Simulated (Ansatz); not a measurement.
# Al₂Si₂H₆: up Jacob's ladder to CCSD(T)

An exercise on one series of results from a longer session: the logs are not shown, and one member is left open.

Program: Ansatz 0.2.0, Gaussian basis. Level of theory: functionals in def2-TZVPP, the program's frozen cores in correlated methods. These are calculated values, not measurements.

Plan: LDA (SPW92), PBE-D4, revPBE-D4, BLYP-D4, r2SCAN-D4, B97M-V, PBE0-D4, B3LYP-D4, r2SCANh-D4, r2SCAN0-D4, HSE06-D4, BHLYP-D4, CAM-B3LYP-D4, LC-ωPBE, ωB97X-V, ωB97M-V, B2PLYP, PBE-QIDH; CCSD(T)/def2-SVP; CCSD(T)/def2-TZVPP; MP2/def2-QZVPP; extrapolation to the limit; RPA on PBE.

**The geometry**

An earlier PBE0-D4 in a triple-zeta def2 set relaxation fixed the geometry.

SMILES `[SiH3][Al]1[AlH][SiH2]1`, 10 atoms, charge 0, spin multiplicity 1.

Atoms are counted from 1 here; the program's logs count them from 0.

Bond lengths: Si1–Al2 2.460 Å, Si1–H5 1.491 Å, Si1–H6 1.491 Å, Si1–H7 1.490 Å, Al2–Al3 2.479 Å, Al2–Si4 2.439 Å, Al3–Si4 2.343 Å, Al3–H8 1.585 Å, Si4–H9 1.581 Å, Si4–H10 1.499 Å. Angles: Al2–Si1–H5 110.3°, Al2–Si1–H6 111.0°, Al2–Si1–H7 111.8°, H5–Si1–H6 107.6°, H5–Si1–H7 108.0°, H6–Si1–H7 108.1°, Si1–Al2–Al3 164.4°, Si1–Al2–Si4 136.1°, Al3–Al2–Si4 56.9°, Al2–Al3–Si4 60.7°, Al2–Al3–H8 149.8°, Si4–Al3–H8 135.8°, Al2–Si4–Al3 62.4°, Al2–Si4–H9 50.3°, Al2–Si4–H10 139.6°, Al3–Si4–H9 92.7°, Al3–Si4–H10 157.2°, H9–Si4–H10 100.3°.

The first run:

The input, in.yaml:

```yaml
crystal:
  periodic: [false, false, false]
  atoms:
    - {symbol: Si, position_ang: [-1.426522, 1.264608, -1.412124]}
    - {symbol: Al, position_ang: [-0.140146, -0.429826, -0.177045]}
    - {symbol: Al, position_ang: [0.541990, -2.376000, 1.198868]}
    - {symbol: Si, position_ang: [1.875476, -0.449268, 1.195483]}
    - {symbol: H, position_ang: [-1.958551, 0.687172, -2.679246]}
    - {symbol: H, position_ang: [-2.589660, 1.742297, -0.611543]}
    - {symbol: H, position_ang: [-0.589818, 2.446672, -1.761473]}
    - {symbol: H, position_ang: [0.798272, -3.933744, 1.336526]}
    - {symbol: H, position_ang: [0.619901, 0.509798, 1.257187]}
    - {symbol: H, position_ang: [2.952157, 0.487091, 1.656368]}
basis:
  gaussian: {orbitals: def2-TZVPP}
hamiltonian: {xc: lda}
output: {orbitals: {seedname: orbitals}}
```

Steps of the session up to this table: LDA; PBE-D4 (GGA); revPBE-D4 (GGA); BLYP-D4 (GGA); r2SCAN-D4 (meta-GGA); B97M-V (meta-GGA); PBE0-D4 (hybrid); B3LYP-D4 (hybrid); r2SCANh-D4 (hybrid); r2SCAN0-D4 (hybrid); HSE06-D4 (hybrid); BHLYP-D4 (hybrid); CAM-B3LYP-D4 (range-separated); LC-ωPBE (range-separated); ωB97X-V (range-separated); ωB97M-V (range-separated); B2PLYP (double hybrid); PBE-QIDH (double hybrid).

One table of the session follows, with a row left open; its other results are not shown here.

It belongs to the step «Frontier levels by functional». 

```
  functional  HOMO (eV)  LUMO (eV)  gap (eV)
 LDA (SPW92)      -5.46      -2.74      2.71
      PBE-D4      -5.37      -2.58      2.80
   revPBE-D4          ?          ?         ?
     BLYP-D4      -5.17      -2.38      2.79
   r2SCAN-D4      -5.53      -2.44      3.09
      B97M-V      -5.57      -2.47      3.10
     PBE0-D4      -6.17      -1.88      4.29
    B3LYP-D4      -5.95      -1.98      3.96
  r2SCANh-D4      -5.84      -2.19      3.65
  r2SCAN0-D4      -6.28      -1.81      4.47
    HSE06-D4      -5.79      -2.24      3.55
    BHLYP-D4      -6.74      -1.02      5.72
CAM-B3LYP-D4      -7.15      -0.86      6.29
     LC-ωPBE      -8.33       0.02      8.35
     ωB97X-V      -8.08      -0.02      8.06
     ωB97M-V      -7.91      -0.21      7.70
```

**Question.** Estimate the row for revPBE-D4.

As computed: HOMO (eV): -5.33; LUMO (eV): -2.51; gap (eV): 2.83. In the column «HOMO (eV)» it lies between PBE-D4 (-5.37) and BLYP-D4 (-5.17).
